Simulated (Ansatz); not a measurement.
# AlNi: the cost of one run

Computed with Ansatz 0.2.0 (DFT PBEsol, scalar-relativistic, plane waves, PAW, unless a step's input says otherwise).

2 further runs of the same task are left out: 2 set aside as unsound or not needed.

**1. The system as given**

It takes space group Pm-3m (No. 221, cubic). The conventional cell has a = 2.862 Å, b = 2.862 Å, c = 2.862 Å, α = 90.00°, β = 90.00°, γ = 90.00°. Al (site symmetry m-3m) is surrounded by 8 Ni at 2.48 Å. Around Ni (site symmetry m-3m) lie 8 Al at 2.48 Å.

As a file:

```cif
data_structure
_symmetry_space_group_name_H-M 'P 1'
_symmetry_Int_Tables_number 1
_cell_length_a 2.8622
_cell_length_b 2.8622
_cell_length_c 2.8622
_cell_angle_alpha 90.000
_cell_angle_beta 90.000
_cell_angle_gamma 90.000
_cell_volume 23.45
loop_
_atom_site_label
_atom_site_type_symbol
_atom_site_fract_x
_atom_site_fract_y
_atom_site_fract_z
_atom_site_occupancy
Al1 Al 0.00000 0.00000 0.00000 1
Ni1 Ni 0.50000 0.50000 0.50000 1
```

It is the result of an earlier relaxation at this level (volume 11.72 Å³/atom; gap on the mesh: none (metal)).

**2. Building the cluster of 12 host atoms, cut as a sphere about point 0.28 0.35 0.15**

The cluster is cut from the relaxed crystal and set in a periodic box with vacuum round it. Its excess energy counts from the bulk, -3165.4308 eV an atom.

The cell holds 6 Al, 6 Ni: a = 12.800 Å, b = 13.100 Å, c = 13.400 Å, α = 90.00°, β = 90.00°, γ = 90.00°.

**3. The relaxation run**

input.yaml reads:

```yaml
crystal:
  lattice:
    - [12.8, 0.0, 0.0]
    - [0.0, 13.1, 0.0]
    - [0.0, 0.0, 13.4]
  atoms:
    - { symbol: Al, position: [0.4440983291, 0.44537852, 0.446601389], spin: 0.4 }
    - { symbol: Al, position: [0.4440983291, 0.44537852, 0.6601958331], spin: 0.4 }
    - { symbol: Al, position: [0.4440983291, 0.66386444, 0.446601389], spin: 0.4 }
    - { symbol: Al, position: [0.4440983291, 0.66386444, 0.6601958331], spin: 0.4 }
    - { symbol: Al, position: [0.6677050128, 0.44537852, 0.446601389], spin: 0.4 }
    - { symbol: Al, position: [0.6677050128, 0.66386444, 0.446601389], spin: 0.4 }
    - { symbol: Ni, position: [0.3322949872, 0.55462148, 0.3398041669], spin: 1.2 }
    - { symbol: Ni, position: [0.3322949872, 0.55462148, 0.553398611], spin: 1.2 }
    - { symbol: Ni, position: [0.5559016709, 0.33613556, 0.3398041669], spin: 1.2 }
    - { symbol: Ni, position: [0.5559016709, 0.33613556, 0.553398611], spin: 1.2 }
    - { symbol: Ni, position: [0.5559016709, 0.55462148, 0.3398041669], spin: 1.2 }
    - { symbol: Ni, position: [0.5559016709, 0.55462148, 0.553398611], spin: 1.2 }
basis:
  ecutwfc: 420
kpoints:
  mp_grid: { grid: [1, 1, 1] }
hamiltonian:
  xc: pbesol
scf:
  occupations: { method: gaussian, width: 0.05 }
output:
  forces: true
  eigenvalues: true
  populations: true
  write_density: true
  write_potential: true
  elf: true
  volumetric_format: npy
magnetization:
  spin_polarized: true
relax:
  adjacent_minimum: "off"
  f_tol: 0.03
  max_steps: 40
```

Run with:

```sh
$ ansatz run input.yaml --threads 4 --pin off --max-ram 11264MiB --backend cpu --events-out ev --progress --plain --runs-dir out
```

**Question.** How long does this run take on 4 threads of AMD EPYC 9R45 (Zen 5), shared host, and how much memory does it need?

About 5.3 min, with a peak of 2 GiB.
